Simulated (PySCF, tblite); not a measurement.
# C₅H₁₄AlNS: geometry, infrared bands and NMR shifts

Wanted: the infrared bands and NMR shifts of C₅H₁₄AlNS (`C[S][AlH][NH]CC(C)C`), by calculation.

Computed with tblite 0.8.0 and PySCF 2.14.0, with density-fitted response routines of our own, on a single molecule in the gas phase. Atoms are numbered from 0 throughout.

## 1. Starting geometry

22 atoms, charge 0, multiplicity 1; geometry from: force field or distance geometry start.

Bonds of the start (Å): C0–S1 1.82, S1–Al2 2.26, Al2–N3 1.93, N3–C4 1.44, C4–C5 1.54, C5–C6 1.52, C5–C7 1.53, C0–H8 1.11, C0–H9 1.10, C0–H10 1.10, Al2–H11 1.62, N3–H12 1.02, C4–H13 1.11, C4–H14 1.09, C5–H15 1.09, C6–H16 1.12, C6–H17 1.09, C6–H18 1.11, C7–H19 1.09, C7–H20 1.12, C7–H21 1.10.

## 2. Geometry optimisation with GFN2-xTB

Job settings and geometry (Å):

```
{"job": {"kind": "relax", "xc": "GFN2-xTB", "basis": "xTB"}, "charge": 0, "multiplicity": 1}
C      4.430200     0.649800    -0.118400
S      3.993800    -1.076700    -0.486400
Al     1.896300    -1.438900     0.275400
N      0.491200    -0.463900    -0.616500
C     -0.744400    -0.811500     0.040500
C     -1.944400    -0.087300    -0.601000
C     -3.152300    -0.552300     0.190100
C     -1.782200     1.406300    -0.329900
H      3.660500     1.048600     0.581200
H      4.461000     1.218900    -1.064400
H      5.404500     0.719800     0.386000
H      1.693900    -1.646600     1.866300
H      0.649800     0.539600    -0.680100
H     -0.912500    -1.891600    -0.147700
H     -0.732900    -0.504200     1.087700
H     -2.026200    -0.294100    -1.672800
H     -2.955000    -0.219000     1.244200
H     -4.096000    -0.205600    -0.225000
H     -3.078200    -1.659200     0.199000
H     -1.547000     1.988600    -1.223600
H     -2.754400     1.758400     0.091300
H     -0.965900     1.540100     0.401600
```

Launch:

```console
$ OMP_NUM_THREADS=1 python probes_run.py task.json out
```

One launch serves the whole session: the jobs run in the order shown.

**Question.** This job is followed by: GFN2-xTB harmonic vibrations, gas phase; GIAO PBE0/pcSseg-1 NMR shielding, non-relativistic, gas phase. What will the session give for the following? strongest single infrared mode (GFN2-xTB); zero-point energy (GFN2-xTB); ¹³C shifts against TMS (PBE0/pcSseg-1, means over atoms taken as alike); ¹H shifts against TMS (PBE0/pcSseg-1, means over atoms taken as alike); ³³S shifts against CS2 (PBE0/pcSseg-1); ²⁷Al shifts against AlH4- (PBE0/pcSseg-1); ¹⁵N shifts against NH3 (PBE0/pcSseg-1).

The runs gave:

| quantity | value |
| --- | --- |
| strongest single infrared mode (GFN2-xTB) | 1804 cm⁻¹, 271 km/mol |
| zero-point energy (GFN2-xTB) | 113.3 kcal/mol |
| ¹³C shifts against TMS (PBE0/pcSseg-1, means over atoms taken as alike) | 56.2, 36.4, 22.1, 12.8 ppm |
| ¹H shifts against TMS (PBE0/pcSseg-1, means over atoms taken as alike) | 4.52, 2.72, 2.32, 1.49, 0.98, 0.95 ppm |
| ³³S shifts against CS2 (PBE0/pcSseg-1) | -168 ppm |
| ²⁷Al shifts against AlH4- (PBE0/pcSseg-1) | 128.7 ppm |
| ¹⁵N shifts against NH3 (PBE0/pcSseg-1) | 66.5 ppm |

In words: The optimisation took 201 steps and gained 1.375 eV; among the close pairs (by a distance rule), Al2–N3 changed most, from 1.929 to 1.775 Å. No mode is imaginary among the 60: a minimum at this level. The strongest single mode, at 1804 cm⁻¹, moves mainly H11. Unscaled tight-binding wavenumbers are off by several per cent, some by more. Its intensities can rank the bands wrongly. The most deshielded carbon is C4 (sp3 CH2 bonded to N), at 56.2 ppm: pulled downfield by the heteroatom. At PBE0/pcSseg-1: The largest span, 68 ppm, is at Al2, where the paramagnetic term is -438 ppm.
